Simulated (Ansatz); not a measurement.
# CH₈OSSi₂: up Jacob's ladder to CCSD(T)

The task here is to estimate one member of a computed series from the others.

Computed with Ansatz 0.2.0, Gaussian basis. Level: functionals in def2-TZVPP, the program's frozen cores in correlated methods.

Plan: PBE-D4, r2SCAN-D4, PBE0-D4, B3LYP-D4, ωB97X-V, ωB97M-V, B2PLYP; CCSD(T)/def2-TZVPP; MP2/def2-QZVPP; extrapolation to the limit.

### Structure used throughout

The geometry comes from an earlier relaxation with PBE0-D4 in a triple-zeta def2 set; it is a stationary point, not always the lowest conformer.

SMILES `CS[SiH2]O[SiH3]`, 13 atoms, charge 0, spin multiplicity 1.

Atoms are counted from 1 here; the program's logs count them from 0.

Bond lengths: C1–S2 1.818 Å, C1–H6 1.089 Å, C1–H7 1.090 Å, C1–H8 1.089 Å, S2–Si3 2.118 Å, Si3–O4 1.636 Å, Si3–H9 1.482 Å, Si3–H10 1.483 Å, O4–Si5 1.641 Å, Si5–H11 1.487 Å, Si5–H12 1.485 Å, Si5–H13 1.483 Å. Angles: S2–C1–H6 106.8°, S2–C1–H7 110.9°, S2–C1–H8 111.1°, H6–C1–H7 108.9°, H6–C1–H8 108.9°, H7–C1–H8 110.1°, C1–S2–Si3 99.8°, S2–Si3–O4 112.7°, S2–Si3–H9 105.2°, S2–Si3–H10 110.2°, O4–Si3–H9 110.6°, O4–Si3–H10 106.3°, H9–Si3–H10 112.0°, Si3–O4–Si5 139.1°, O4–Si5–H11 110.1°, O4–Si5–H12 110.8°, O4–Si5–H13 107.6°, H11–Si5–H12 109.1° and more.

As a file:

```
atom     x (Å)     y (Å)     z (Å)
  C1  -1.31241   1.60695  -0.69582
  S2  -1.12016   1.13302   1.04894
 Si3   0.93111   0.60743   1.05492
  O4   1.24034  -0.73605   0.17317
 Si5   0.50559  -2.14353  -0.24228
  H6  -2.31699   2.01431  -0.80291
  H7  -0.58864   2.37341  -0.97231
  H8  -1.20985   0.74247  -1.35055
  H9   1.27164   0.38439   2.48040
 H10   1.74062   1.69503   0.45492
 H11  -0.65640  -1.87189  -1.12867
 H12   0.03667  -2.87106   0.96494
 H13   1.49889  -2.96918  -0.96995
```

The first run:

File in.yaml:

```yaml
crystal:
  periodic: [false, false, false]
  atoms:
    - {symbol: C, position_ang: [-1.312407, 1.606953, -0.695818]}
    - {symbol: S, position_ang: [-1.120163, 1.133016, 1.048941]}
    - {symbol: Si, position_ang: [0.931106, 0.607432, 1.054917]}
    - {symbol: O, position_ang: [1.240339, -0.736053, 0.173174]}
    - {symbol: Si, position_ang: [0.505592, -2.143529, -0.242278]}
    - {symbol: H, position_ang: [-2.316995, 2.014315, -0.802911]}
    - {symbol: H, position_ang: [-0.588643, 2.373409, -0.972311]}
    - {symbol: H, position_ang: [-1.209855, 0.742475, -1.350552]}
    - {symbol: H, position_ang: [1.271638, 0.384392, 2.480399]}
    - {symbol: H, position_ang: [1.740621, 1.695025, 0.454920]}
    - {symbol: H, position_ang: [-0.656397, -1.871892, -1.128667]}
    - {symbol: H, position_ang: [0.036672, -2.871055, 0.964938]}
    - {symbol: H, position_ang: [1.498892, -2.969185, -0.969950]}
basis:
  gaussian: {orbitals: def2-TZVPP}
hamiltonian: {xc: pbe, dispersion: d4}
output: {forces: true, orbitals: {seedname: orbitals}}
```

The run is started by

```console
$ ansatz run in.yaml --threads 4 --pin off --events-out ev --progress --plain --max-ram 10444MiB
```

Among the steps run: PBE-D4 (GGA); r2SCAN-D4 (meta-GGA); PBE0-D4 (hybrid); B3LYP-D4 (hybrid); ωB97X-V (range-separated); ωB97M-V (range-separated); B2PLYP (double hybrid); CCSD(T) in def2-TZVPP; MP2 in def2-QZVPP.

One of the session's tables, all rows but one given; the rest of the session is left out.

It belongs to the step «Atomisation energies». 

| method | atomisation energy (kJ/mol) |
| --- | --- |
| PBE-D4 | 4491.1 |
| r2SCAN-D4 | 4497.4 |
| PBE0-D4 | 4452.9 |
| B3LYP-D4 | 4485.7 |
| ωB97X-V | 4523.1 |
| ωB97M-V | 4511.0 |
| B2PLYP | 4433.8 |
| HF/def2-TZVPP | 3367.7 |
| MP2/def2-TZVPP | 4419.8 |
| CCSD/def2-TZVPP | 4331.2 |
| CCSD(T)/def2-TZVPP | 4383.8 |
| MP2/CBS | 4545.0 |
| CCSD(T)/CBS | ? |

**Question.** Estimate the row for CCSD(T)/CBS.

**Answer.** atomisation energy (kJ/mol): 4509.1. In the column «atomisation energy (kJ/mol)» it lies between r2SCAN-D4 (4497.4) and ωB97M-V (4511.0).

Limits of these values: Free atoms (1 C, 1 S, 2 Si, 1 O, 8 H) were run apart at each level; the atomisation energy is their sum less the molecule, without zero-point or spin-orbit terms.
